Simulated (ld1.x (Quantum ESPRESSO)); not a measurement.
# How the radius of the p waves shapes a TM potential for F, part 2 of 2

One potential is built and tested. Then the radius of the p waves is changed, to learn what it costs or gains.

ld1.x (Quantum ESPRESSO) 7.5; first potential PBE, scalar-relativistic. Earlier steps stand in the parts before.

## 6. Changed: radius of the p waves (bohr) = 0.72

F.in

```
 &input
   title='F', zed=9., rel=1, dft='PBE', iswitch=3,
   config='[He] 2s2 2p5',
   nld=2, rlderiv=0.80, eminld=-4.0, emaxld=5.0, deld=0.02
 /
 &inputp
   pseudotype=2, tm=.true., lloc=0,
   nlcc=.true., new_core_ps=.true., rcore=0.50,
   file_pseudopw='F.UPF', file_wfcaegen='ae.wfc', file_wfcncgen='nc.wfc', file_beta='beta', file_chi='chi'
 /
2
2P  2  1   5.00   0.00  0.72  0.72  0.0
2S  1  0   2.00   0.00  0.70  0.70  0.0
 &test
   configts(1)='2s2 2p5'
 /
```

The run is started by

```console
$ ld1.x < F.in > F.out
```

What the program wrote to F.out (without the banner and most projector matrices):

```text
     Program LD1 v.7.5
     [... all-electron run as in step 2 ...]


     --------------------- Generating NC pseudopotential ---------------------

      Generating local pot.: lloc=0, matching radius rcloc =   0.7000

      Computing core charge for nlcc:

       r > 0.50 : true rho core
      Core charge pseudized with two Bessel functions
      Integrated core pseudo-charge :   0.45

      Wfc   2P  rcut= 0.725  Using Troullier-Martins method

     ------------------- End of pseudopotential generation -------------------

     [... all-electron run as in step 2 ...]


     Computing logarithmic derivative in   0.79576
     Computing logarithmic derivative in   0.79576
     Computing the partial wave expansion
       no projector for channel:   0
     R is outside the sphere for l=    1 j= 0.00

     ---------------------- Testing the pseudopotential ----------------------

     F
     scalar relativistic calculation

     atomic number is  9.00   valence charge is  7.00
     dft =PBE   lsd =0 sic =0 latt =0  beta=0.20 tr2=1.0E-14
     mesh =1105 r(mesh) =  99.76081 xmin = -7.00 dx = 0.01250

     n l     nl             e AE (Ry)        e PS (Ry)    De AE-PS (Ry)
     1 0     2S   1( 2.00)       -2.19758       -2.19765        0.00007
     2 1     2P   1( 5.00)       -0.81670       -0.81671        0.00002

     eps = 8.1E-16  iter = 22

     Etot =    -199.489330 Ry,     -99.744665 Ha,   -2714.190600 eV
     Etotps =   -49.254379 Ry,     -24.627190 Ha,    -670.139966 eV

     Ekin =      36.917821 Ry,      18.458911 Ha,     502.292549 eV
     Encl =     -99.874467 Ry,     -49.937234 Ha,   -1358.861349 eV
     Ehrt =      42.396455 Ry,      21.198227 Ha,     576.833156 eV
     Ecxc =     -10.260285 Ry,      -5.130142 Ha,    -139.598284 eV
     (Ecc =      -0.927704 Ry,      -0.463852 Ha,     -12.622053 eV)
     Epseu=     -18.433904 Ry,      -9.216952 Ha,    -250.806039 eV

     ---------------------- End of pseudopotential test ----------------------
```

Wall time 1.1 s (1 thread, shared host). This counts the later configuration tests of the new file too.

The test run was repeated on this file; only its results are given.

Energies count from the reference configuration 2s2 2p5; the error is all-electron less pseudo.

| valence configuration | charge | ΔE all-electron (eV) | error AE − PS (meV) |
| --- | --- | --- | --- |
| 2s2 2p4 | +1 | 19.390 | -1.9 |
| 2s2 2p3 | +2 | 57.775 | -0.7 |
| 2s2 2p2 | +3 | 118.413 | +27 |
| 2s2 2p4.5 | +0.5 | 7.543 | -0.8 |
| 2s1 2p6 | 0 | 18.814 | +6.3 |
| 2s2 2p5.3 | -0.3 | -2.670 | +0.3 |
| 2s1 2p5 | +1 | 38.493 | +4.1 |

Compared with the first run, the loose cutoff goes from 160 Ry to 200 Ry, the largest test error goes from +207 to +27 meV and there is no bound ghost.

## 7. Variant: radius of the p waves (bohr) = 1.54

F.in, as its differences from that of step 6:

```diff
@@ -3,3 +3,3 @@
    config='[He] 2s2 2p5',
-   nld=2, rlderiv=0.80, eminld=-4.0, emaxld=5.0, deld=0.02
+   nld=2, rlderiv=1.70, eminld=-4.0, emaxld=5.0, deld=0.02
  /
@@ -11,3 +11,3 @@
 2
-2P  2  1   5.00   0.00  0.72  0.72  0.0
+2P  2  1   5.00   0.00  1.54  1.54  0.0
 2S  1  0   2.00   0.00  0.70  0.70  0.0
```

The run is started by

```console
$ ld1.x < F.in > F.out
```

What the program wrote to F.out (without the banner and most projector matrices):

```text
     Program LD1 v.7.5
     [... all-electron run as in step 2 ...]


     --------------------- Generating NC pseudopotential ---------------------

      Generating local pot.: lloc=0, matching radius rcloc =   0.7000

      Computing core charge for nlcc:

       r > 0.50 : true rho core
      Core charge pseudized with two Bessel functions
      Integrated core pseudo-charge :   0.45

      Wfc   2P  rcut= 1.534  Using Troullier-Martins method

     ------------------- End of pseudopotential generation -------------------

     [... all-electron run as in step 2 ...]


     Computing logarithmic derivative in   1.70582
     Computing logarithmic derivative in   1.70582
     Computing the partial wave expansion
       no projector for channel:   0
     R is outside the sphere for l=    1 j= 0.00

     ---------------------- Testing the pseudopotential ----------------------

     F
     scalar relativistic calculation

     atomic number is  9.00   valence charge is  7.00
     dft =PBE   lsd =0 sic =0 latt =0  beta=0.20 tr2=1.0E-14
     mesh =1105 r(mesh) =  99.76081 xmin = -7.00 dx = 0.01250

     n l     nl             e AE (Ry)        e PS (Ry)    De AE-PS (Ry)
     1 0     2S   1( 2.00)       -2.19758       -2.19765        0.00007
     2 1     2P   1( 5.00)       -0.81670       -0.81670        0.00000

     eps = 2.1E-15  iter = 20

     Etot =    -199.489330 Ry,     -99.744665 Ha,   -2714.190600 eV
     Etotps =   -48.374126 Ry,     -24.187063 Ha,    -658.163515 eV

     Ekin =      31.640517 Ry,      15.820259 Ha,     430.491165 eV
     Encl =    -100.400060 Ry,     -50.200030 Ha,   -1366.012409 eV
     Ehrt =      41.535442 Ry,      20.767721 Ha,     565.118478 eV
     Ecxc =     -10.031351 Ry,      -5.015675 Ha,    -136.483481 eV
     (Ecc =      -0.927704 Ry,      -0.463852 Ha,     -12.622053 eV)
     Epseu=     -11.118674 Ry,      -5.559337 Ha,    -151.277267 eV

     ---------------------- End of pseudopotential test ----------------------
```

Wall time 1.1 s (1 thread, shared host). This counts the later configuration tests of the new file too.

The test run was repeated on this file; only its results are given.

The tests as a table, with energies relative to 2s2 2p5.

| valence configuration | charge | ΔE all-electron (eV) | error AE − PS (meV) |
| --- | --- | --- | --- |
| 2s2 2p4 | +1 | 19.390 | +25 |
| 2s2 2p3 | +2 | 57.775 | +253 |
| 2s2 2p2 | +3 | 118.413 | +1091 |
| 2s2 2p4.5 | +0.5 | 7.543 | +2.8 |
| 2s1 2p6 | 0 | 18.814 | +9.4 |
| 2s2 2p5.3 | -0.3 | -2.670 | +0.4 |
| 2s1 2p5 | +1 | 38.493 | -87 |

With this change the loose cutoff goes from 160 Ry to 120 Ry, the largest test error goes from +207 to +1091 meV and there is no bound ghost.

## 8. Comparison

The summary covers parts 1 to 2.

Cutoffs, loose and tight: the cutoffs (Ry, on a coarse ladder) from which the occupation-weighted sum of valence levels, in a spherical-Bessel basis at the reference potential, stays within 10 and 1 mRy of its value at 400 Ry; empty and scattering waves don't count. The number of plane waves in a given cell goes as the cutoff to the power 3/2; it is given for the loose cutoff, relative to the first potential. Test errors are all-electron less pseudo. The phase difference is the largest within 1 Ry of zero, over the channels with partial waves. The table holds 6 more runs of the series, not printed above.

```tsv
radius of the p waves (bohr)	outcome	cutoff, loose	cutoff, tight	plane waves, relative	bound ghosts	largest test error (meV)	phase difference near zero (rad)
0.72	generated	200 Ry	over 300 Ry	1.40	none	+27	0.002
0.82	generated	180 Ry	300 Ry	1.19	none	+59	0.002
0.92	generated	180 Ry	260 Ry	1.19	none	+114	0.001
1.05 (first)	generated	160 Ry	260 Ry	1.00	none	+207	0.002
1.1	generated	160 Ry	260 Ry	1.00	none	+262	0.002
1.16	generated	160 Ry	260 Ry	1.00	none	+329	0.002
1.32	generated	140 Ry	260 Ry	0.82	none	+574	0.003
1.44	generated	140 Ry	260 Ry	0.82	none	+796	0.005
1.54	generated	120 Ry	260 Ry	0.65	none	+1091	0.006
```

What this shows: As the radius of the p waves grows from 0.72 to 1.54, the loose cutoff falls from 200 Ry to 120 Ry. As the radius of the p waves grows from 0.72 to 1.54, the largest test error rises from 27 meV to 1091 meV. This is the usual trade: softer costs accuracy. The hardest needs about 2.2 times the plane waves of the softest.

The first potential by itself. By total energies transferability is fair for so large an energy: the largest error is 207 meV on 118.4 eV, for 2s2 2p2. That test lies far up in energy; among those under 40 eV, nearer to bonding, the largest error is 14 meV. Freezing the core alone would shift it much less, so the error comes from the pseudisation. It counts as very hard, with 160 Ry needed at the looser tolerance. The slowest occupied level is 2s: taken alone it needs 230 Ry to come within 1 mRy, against 120 Ry for 2p. It is free of bound ghosts as far as tested.
